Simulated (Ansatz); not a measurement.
# MnPt3: the cost of one run

Program: Ansatz 0.2.0. Level of theory: DFT r2SCAN, scalar-relativistic, plane waves, PAW. These are calculated values, not measurements.

3 further runs of the same task are left out: 3 that didn't finish.

### Step 1. Starting point

It takes space group Pm-3m (No. 221, cubic). Conventional cell: a = 3.909 Å, b = 3.909 Å, c = 3.909 Å, α = 90.00°, β = 90.00°, γ = 90.00°. Mn (site symmetry m-3m) has 12 Pt at 2.76 Å as nearest neighbours. Pt (site symmetry 4/mmm) is surrounded by 4 Mn at 2.76 Å and 8 Pt at 2.76 Å.

Structure file:

```cif
data_structure
_symmetry_space_group_name_H-M 'P 1'
_symmetry_Int_Tables_number 1
_cell_length_a 3.9092
_cell_length_b 3.9092
_cell_length_c 3.9092
_cell_angle_alpha 90.000
_cell_angle_beta 90.000
_cell_angle_gamma 90.000
_cell_volume 59.74
loop_
_atom_site_label
_atom_site_type_symbol
_atom_site_fract_x
_atom_site_fract_y
_atom_site_fract_z
_atom_site_occupancy
Mn1 Mn 0.00000 0.00000 0.00000 1
Pt1 Pt 0.00000 0.50000 0.50000 1
Pt2 Pt 0.50000 0.00000 0.50000 1
Pt3 Pt 0.50000 0.50000 0.00000 1
```

This cell was relaxed beforehand with the same method: volume 14.94 Å³/atom, gap on the mesh none (metal), site moments up to 4.1 μB.

### Step 2. The cell scaled to 0.97 of its volume

input.yaml reads:

```yaml
crystal:
  lattice:
    - [3.8697498737, 0.0, 0.0]
    - [0.0, 3.8697498737, 0.0]
    - [0.0, 0.0, 3.8697498737]
  atoms:
    - { symbol: Mn, position: [0.0, 0.0, 0.0], spin: 4.46 }
    - { symbol: Pt, position: [0.0, 0.5, 0.5], spin: 0.21 }
    - { symbol: Pt, position: [0.5, 0.0, 0.5], spin: 0.21 }
    - { symbol: Pt, position: [0.5, 0.5, 0.0], spin: 0.21 }
basis:
  ecutwfc: 500
kpoints:
  mp_grid: { grid: [12, 12, 12] }
hamiltonian:
  xc: r2scan
scf:
  occupations: { method: gaussian, width: 0.1 }
output:
  forces: true
  stress: true
  eigenvalues: true
  populations: true
  write_density: true
  write_potential: true
  elf: true
  volumetric_format: npy
magnetization:
  spin_polarized: true
```

Started as:

```bash
> ansatz run input.yaml --threads 1 --pin off --max-ram 2560MiB --backend cpu --events-out ev --progress --plain --runs-dir out
```

Q: Estimate wall time and peak memory on 1 thread of Intel Xeon Platinum 8259CL at 2.50GHz (Skylake/Cascade Lake), shared host.

About 96 s, with a peak of 0.82 GiB.
